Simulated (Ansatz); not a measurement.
# Ir2Ru: a trial structure relaxed, part 2 of 2

The task: take a trial cell of Ir2Ru to zero force and stress, then test the end with a random kick.

Ansatz 0.2.0; DFT PBE, scalar-relativistic, plane waves, PAW. Earlier steps stand in the parts before.

**7. Kicked and relaxed without symmetry**

Atoms are moved at random (σ = 0.1 Å a coordinate) and the cell is strained at random (σ = 1.5 % a component).

Input file input.yaml:

```yaml
crystal:
  lattice:
    - [2.7038704648, 0.0020658263, -0.017513025]
    - [0.003578116, 4.7745190397, 0.047492115]
    - [-0.0841651902, 0.1317747574, 12.8827418329]
  atoms:
    - { symbol: Ru, position: [0.5086942164, 0.2028734327, 0.9223052618] }
    - { symbol: Ru, position: [1.0246808338, 0.6571269275, 0.9181205706] }
    - { symbol: Ru, position: [0.9978281033, 0.3278557912, 0.0777497029] }
    - { symbol: Ru, position: [0.525136837, 0.8574745157, 0.0758081209] }
    - { symbol: Ir, position: [0.5182817478, 0.1500871992, 0.2408100658] }
    - { symbol: Ir, position: [0.9396782703, 0.6387793934, 0.2451278802] }
    - { symbol: Ir, position: [0.5223869146, 0.1747475179, 0.5963060148] }
    - { symbol: Ir, position: [0.9580300933, 0.6812361461, 0.5813946466] }
    - { symbol: Ir, position: [1.0321838336, 0.3168493117, 0.7538673897] }
    - { symbol: Ir, position: [0.4788463355, 0.8448833204, 0.7616759845] }
    - { symbol: Ir, position: [1.0298467297, 0.3231060978, 0.4060656487] }
    - { symbol: Ir, position: [0.4644060848, 0.8249803463, 0.4207687136] }
basis:
  ecutwfc: 420
kpoints:
  mp_grid: { grid: [8, 6, 2] }
hamiltonian:
  xc: pbe
scf:
  occupations: { method: gaussian, width: 0.2 }
  lower_state_search: "off"
output:
  forces: true
  stress: true
  eigenvalues: true
relax:
  adjacent_minimum: "off"
  f_tol: 0.025
  max_steps: 60
  cell: { stress_tol: 0.25 }
```

Started as:

```sh
> ansatz run input.yaml --threads 4 --pin off --max-ram 8192MiB --backend cpu --events-out ev --progress --plain --runs-dir out
```

What it wrote:

```text
Warning: RAYON_NUM_THREADS=4 ignored (pool sized by the plan → 4); use --threads N
Engine: ansatz 0.2.0, x86_64-unknown-linux-gnu
Pseudopotentials: kind: paw
Pseudopotential: Ru, paw, valence charge 16, recommended cutoff 420 eV (normal), Ru.paw.azcp
Pseudopotential: Ir, paw, valence charge 17, recommended cutoff 420 eV (normal), Ir.paw.azcp
Functional definition: PBE
  parameter kappa = 0.804
  parameter beta = 0.06672455060314922
  exchange = pbe_x(kappa = kappa, mu = beta*pi^2/3)
  correlation = pbe_c(beta = beta)
Crystal: 12 atoms, lattice volume = 166.288 Å³
Basis set: ecut = 420 eV, 3241 PW (Γ), exchange–correlation on 40×64×180 points (8 copies of the dense FFT grid, shifted against one another)
Bands: 120, of which v1, the nominal top of the filled ones, is band 100 counted from 1 (99 counted from 0)
Symmetry: 1 space group operations
Space group: P1 (ITA 1), of the structure as read, at distance tolerance 5.5e-5 Å
k-points: 52 of 96 (time reversal used)
Non-local potential: Ru, projectors of the file, l = 0: 3, l = 1: 2, l = 2: 2, l = 3: 1
Non-local potential: Ir, projectors of the file, l = 0: 3, l = 1: 2, l = 2: 2, l = 3: 1
PAW form: soft (Blöchl's): semilocal exchange-correlation on the pseudo side does not see the compensation charge
PAW one-centre angular grid: Ru, 590 points (default); XC on 64 Gauss nodes
PAW one-centre angular grid: Ir, 590 points (default); XC on 64 Gauss nodes
Initial density: superposition of atomic densities (neutral atoms: chi_scale 0, normalization atom), corrected by the library's trained network
Initial wavefunctions: pseudopotential atomic-orbital guess
Functional: x = pbe(κ = 0.804, μ = 0.2195149727645171), c = pbe(β = 0.06672455060314922)
SCF iter   1: F=—  HF=-118995.309112 eV  |F-HF|=—  |Δ(HF+E_count)|=         —  Δρ=1.09e-2  dr2=7.96e-1  ethr=1.77e-3  ⟨swp⟩=5.0  Hψ=19033  notcnv=0
preconditioner: auto → Kerker (q_TF=auto, 2.814 Å⁻¹)  [metal: Δε(μ)=0.004 eV  Ē_g=6.299 eV  σ=0.200 eV  W_gap=0.01  n_scr=66 (ndim 8)  ℏωp=29.4 eV  f_vac=0.000  D(μ)=12.09/eV (n_scr^D=140)]
SCF iter   2: F=—  HF=-118995.316219 eV  |F-HF|=—  |Δ(HF+E_count)|=   7.11e-3  Δρ=6.21e-3  dr2=3.25e-1  ethr=3.98e-4  ⟨swp⟩=1.0  Hψ=7176  notcnv=0
SCF iter   3: F=—  HF=-118995.316043 eV  |F-HF|=—  |Δ(HF+E_count)|=   1.77e-4  Δρ=8.24e-4  dr2=9.93e-3  ethr=1.62e-4  ⟨swp⟩=1.0  Hψ=5948  notcnv=0
SCF iter   4: F=—  HF=-118995.315491 eV  |F-HF|=—  |Δ(HF+E_count)|=   5.52e-4  Δρ=2.68e-4  dr2=1.20e-3  ethr=4.96e-6  ⟨swp⟩=1.0  Hψ=5952  notcnv=0
SCF iter   5: F=—  HF=-118995.315482 eV  |F-HF|=—  |Δ(HF+E_count)|=   9.34e-6  Δρ=1.02e-4  dr2=1.49e-5  ethr=6.01e-7  ⟨swp⟩=1.0  Hψ=5949  notcnv=0
SCF iter   6: F=—  HF=-118995.315547 eV  |F-HF|=—  |Δ(HF+E_count)|=   6.54e-5  Δρ=2.60e-5  dr2=6.86e-6  ethr=7.44e-9  ⟨swp⟩=2.0  Hψ=10723  notcnv=0
SCF iter   7: F=—  HF=-118995.315547 eV  |F-HF|=—  |Δ(HF+E_count)|=   1.27e-7  Δρ=5.86e-6  dr2=1.62e-7  ethr=3.43e-9  ⟨swp⟩=1.0  Hψ=5947  notcnv=0
SCF iter   8: F=-118995.315547 eV  HF=-118995.315547 eV  |F-HF|=9.49e-9  |Δ(HF+E_count)|=   1.50e-8  Δρ=1.55e-6  dr2=1.16e-8  ethr=5.00e-11  ⟨swp⟩=7.1  Hψ=19189  notcnv=0
SCF 1 converged in 8 iterations: F = -118995.315547 eV  dr2 = 1.16e-8
relax step   1: F+E_penalty+E_count = -118995.31554688 eV  Δ(F+E_penalty+E_count) = +0.000e0 eV  max|allowed force component| = 3.240e0 eV/Å  Δτ_max = 0.0000 Å  P = +17.640 GPa  Ω = 166.288 Å³  (8 SCF iters, dr2 threshold 1.00e-7 eV, accepted)
[... 15 lines left out ...]
relax step   2: F+E_penalty+E_count = -118996.91467839 eV  Δ(F+E_penalty+E_count) = -1.599e0 eV  max|allowed force component| = 5.456e-1 eV/Å  Δτ_max = 0.1948 Å  P = -9.681 GPa  Ω = 177.235 Å³  energy of the carried Pulay correction = -5.895e-3 eV  (8 SCF iters, dr2 threshold 1.20e-6 eV, accepted)
[... 12 lines left out ...]
relax step   3: F+E_penalty+E_count = -118997.15442025 eV  Δ(F+E_penalty+E_count) = -2.397e-1 eV  max|allowed force component| = 2.749e-1 eV/Å  Δτ_max = 0.0467 Å  P = -1.806 GPa  Ω = 172.536 Å³  energy of the carried Pulay correction = -3.411e-3 eV  (7 SCF iters, dr2 threshold 1.20e-6 eV, accepted)
[... 11 lines left out ...]
relax step   4: F+E_penalty+E_count = -118997.17736961 eV  Δ(F+E_penalty+E_count) = -2.295e-2 eV  max|allowed force component| = 8.341e-2 eV/Å  Δτ_max = 0.0256 Å  P = +0.487 GPa  Ω = 171.317 Å³  energy of the carried Pulay correction = -2.755e-3 eV  (6 SCF iters, dr2 threshold 1.20e-6 eV, accepted)
[... 12 lines left out ...]
relax step   5: F+E_penalty+E_count = -118997.17876131 eV  Δ(F+E_penalty+E_count) = -1.392e-3 eV  max|allowed force component| = 1.300e-2 eV/Å  Δτ_max = 0.0071 Å  P = -0.025 GPa  Ω = 171.582 Å³  energy of the carried Pulay correction = -2.898e-3 eV  (6 SCF iters, dr2 threshold 9.50e-7 eV, accepted)
[... 12 lines left out ...]
relax step   6: F+E_penalty+E_count = -118997.18100319 eV  Δ(F+E_penalty+E_count) = -2.242e-3 eV  max|allowed force component| = 1.293e-2 eV/Å  Δτ_max = 0.0000 Å  P = -0.052 GPa  Ω = 171.582 Å³  stress off target by 1.21e-1 GPa  SCF on the basis re-selected at this cell (its energy is not comparable with the rows above)  (6 SCF iters)
basis re-selected at this cell: Δ(F+E_penalty+E_count) = -2.242e-3 eV, ΔP = -0.027 GPa vs the last step (what re-selecting the basis moved, of the pressure what is left beyond the Pulay correction that the steps carried, after the strain that the cell walked since its last selection, with what the two solves' SCF thresholds leave and, on support functions, any second-order correction that the steps lacked; it is no measure of the basis error at this ecutwfc). This SCF's stress stands 1.21e-1 GPa from its target on what of the cell is left free (relax.cell.stress_tol is 2.50e-1 GPa) and its largest allowed force component is 1.29e-2 eV/Å (relax.f_tol is 2.50e-2 eV/Å): within both
SCF converged after 6 iterations
Free energy (F): -118997.181003 eV
Harris-Foulkes:  -118997.181003 eV  (|F-HF|=1.46e-11)
Internal energy: -118996.913379 eV  (E = F + TS)
E sigma→0 (E₀):  -118997.047191 eV
Entropy (-TS):   -0.267624 eV (-22.302 meV/atom)
Fermi energy:    24.454775 eV
--- Per-component energies (eV) ---
  E_band       = -1002.077937
  E_kinetic    = 7033.402956
  E_local      = -13875.022970  (includes V_loc(G=0)·N_el)
  E_nonlocal   = 1952.290948
  E_hartree    = 4991.296192
  E_xc         = -2904.063462
  E_vxc        = -3355.191477  (∫ρ·V_xc dr)
  E_paw        = -87629.205377  (= ΣΔE_a)
  E_vpaw       = -2740.149482  (= ΣTr[D̂ρ^β])
  E_aug_tail   = -0.000254  (compensation charges beyond the density's cutoff)
  E_ewald      = -28565.611413
  E_smearing   = -0.267624  (= −TS)
  E_closure    = -0.000000  (closes the sum)
  Σ components = -118997.181003   (vs F -118997.181003, Δ=0.00e0)
--- Forces (eV/Å), atoms counted from 1 ---
  atom   1  Ru     0.00742290    -0.00250162    -0.00354212
  atom   2  Ru    -0.00354140     0.00007091    -0.00278678
  atom   3  Ru     0.00597356    -0.00449787     0.00118834
  atom   4  Ru     0.00210390    -0.00506285     0.00679854
  atom   5  Ir    -0.00259836     0.01022803    -0.00610812
  atom   6  Ir    -0.00958189     0.00254629    -0.00874155
  atom   7  Ir     0.00127301    -0.00715492    -0.00464475
  atom   8  Ir     0.01247610    -0.01292659    -0.00478032
  atom   9  Ir    -0.00889640     0.00721516     0.01261409
  atom  10  Ir    -0.00786369     0.00911893     0.00587073
  atom  11  Ir     0.00181993    -0.00331373     0.00206899
  atom  12  Ir     0.00141232     0.00627818     0.00206289
  max |Σ_I F_I| component: 9.56e-8 eV/Å
--- Stress (GPa, compression-positive) ---
       -0.105887      -0.004657      -0.010978
       -0.004657      -0.119052       0.005752
       -0.010978       0.005752       0.069062
  P = ⅓ Tr σ = -0.0520 GPa (-0.520 kbar)
--- Band table (eV; the first three rows and the last of 52) ---
  k-point 0: bands = ["-68.3934", "-68.3901", "-68.3592", "-68.3494", "-68.3491", "-68.3329", "-68.3177", "-68.3074", "-48.8400", "-48.7278", "-48.7133", "-48.6756", "-25.5702", "-25.5552", "-25.5520", "-25.5341", "-25.4673", "-25.3879", "-25.2737", "-25.1933", "-25.1801", "-25.1615", "-25.1336", "-25.1119", "-25.0823", "-25.0700", "-25.0254", "-25.0070", "-24.9937", "-24.9900", "-24.9809", "-24.9798", "-24.9576", "-24.9415", "-24.9174", "-24.9012", "-19.1362", "-19.1294", "-19.0926", "-18.7210", "-18.6215", "-18.5848", "-18.5349", "-18.4615", "-18.4369", "-18.4275", "-18.3378", "-18.3301", "13.8914", "14.9563", "15.8417", "16.5342", "16.8759", "16.8956", "17.2427", "17.3725", "17.4856", "17.9866", "18.1120", "18.1319", "18.3440", "18.8252", "18.9598", "19.5804", "19.6412", "20.4029", "20.4214", "20.6363", "20.6586", "20.6872", "20.6983", "20.7070", "20.8879", "20.9161", "21.1437", "21.1813", "21.2625", "21.5013", "21.5170", "21.5189", "21.5461", "21.5910", "21.6768", "21.7354", "21.8446", "21.9178", "21.9820", "22.0048", "22.3356", "22.3515", "22.3934", "22.7787", "23.4682", "23.4930", "23.5230", "23.5487", "23.8148", "23.9971", "24.4977", "24.6479", "24.6839", "24.7753", "24.7795", "24.9891", "25.1066", "25.1998", "25.2136", "25.2551", "25.3728", "25.4481", "25.5566", "25.6825", "25.7430", "25.7450", "25.7975", "25.8882", "27.6146", "28.0371", "28.1510", "29.4376"]
[... 3 lines left out ...]
--- Relaxed structure (5 steps of the walk, 5 accepted, 1 SCFs on fresh bases) ---
  F+E_penalty+E_count = -118997.18100319 eV   max|allowed force component| = 1.293e-2 eV/Å   (the final SCF, on the basis selected at the relaxed cell)
  cell:  # Å, volume = 171.5818 Å³
    - [2.7401605631977, 2.6224063778055413e-5, 0.0001554115409707693]
    - [3.808799524620713e-5, 4.751176770419183, -0.0010911612721831165]
    - [0.000812100448088035, -0.0029099242099175915, 13.179353970449068]
  atoms:
    - { symbol: Ru, position: [0.4998763947268541, 0.1669389638977392, 0.9203170103709315] }
    - { symbol: Ru, position: [1.0002720966953802, 0.6668279417742752, 0.9203161336295744] }
    - { symbol: Ru, position: [0.9998412838640536, 0.33306453688377763, 0.0796947582288614] }
    - { symbol: Ru, position: [0.5001122793391158, 0.8330763578616129, 0.07964915952477856] }
    - { symbol: Ir, position: [0.500081594587698, 0.16688794014157482, 0.24460233147053861] }
    - { symbol: Ir, position: [1.000337626616441, 0.6669945136029181, 0.2445991257232717] }
    - { symbol: Ir, position: [0.4997380690442971, 0.1681048479341902, 0.5846484125387499] }
    - { symbol: Ir, position: [0.9994226666062981, 0.6681942872672771, 0.5846683844095767] }
    - { symbol: Ir, position: [1.0003637985633553, 0.3327031743150756, 0.7553647850601447] }
    - { symbol: Ir, position: [0.5003780229944368, 0.8326957603339494, 0.755421217021633] }
    - { symbol: Ir, position: [0.9997863422617119, 0.3323226198466961, 0.415356694224054] }
    - { symbol: Ir, position: [0.4997898248003589, 0.8321890560409145, 0.4153619878978866] }
```

Wall time 1.9 min (4 threads of Intel Xeon 6975P-C (Granite Rapids), shared host); peak memory 1.2 GiB.

Relaxation path:

```
step  energy from step 1 (eV/cell)  largest force component (eV/Å)  pressure (GPa)  volume (Å³)
   1                        0.0000                          3.2401           17.64       166.29
   2                       -1.5991                          0.5456           -9.68       177.23
   3                       -1.8389                          0.2749           -1.81       172.54
   4                       -1.8618                          0.0834            0.49       171.32
   5                       -1.8632                          0.0130           -0.02       171.58
   6                       -1.8655                          0.0129           -0.05       171.58
```

Step 1 is the start. Step 6 repeats the geometry before it on a plane-wave basis chosen anew for that cell, so its energy need not be comparable with the rows above.

|  | before | after | change |
| --- | --- | --- | --- |
| a (Å) | 2.704 | 2.740 | +1.3 % |
| b (Å) | 4.775 | 4.751 | -0.5 % |
| c (Å) | 12.884 | 13.179 | +2.3 % |
| α (°) | 88.84 | 90.03 | +1.3 % |
| β (°) | 90.74 | 89.99 | -0.8 % |
| γ (°) | 89.92 | 90.00 | +0.1 % |
| volume (Å³/atom) | 13.86 | 14.30 | +3.2 % |
| shortest distance (Å) | 2.469 | 2.628 | +6.4 % |
| space group (0.01 Å) | P1 | C2/m | changed |

Against the unmoved cell on the same mesh the energy changed by -0.1 meV/atom and the volume by +0.1 %. At a tolerance of 0.1 Å, which suits this loose relaxation, its space group is P-3m1.

**8. Results**

This closing draws on all 2 parts.

| quantity | value |
| --- | --- |
| symmetry at the end (tolerance 0.05 Å) | space group P-3m1 (No. 164) |
| conventional cell | a = 2.741 Å, b = 2.741 Å, c = 13.173 Å, α = 90.00°, β = 90.00°, γ = 120.00° |
| volume | 14.29 Å³/atom |
| energy over the elements | +0.01 eV/atom |
| gap on the mesh | none (metal) |

In words: The space group P-3m1 (No. 164) is kept, at nearly the size of the first guess. The formation energy of this structure is too near zero to say whether it is bound against the elements. It survived the kick, though modes of other wave vectors, which need another repeat, weren't probed. Spin-orbit coupling is left out for Ir. Other magnetic orders were not searched.
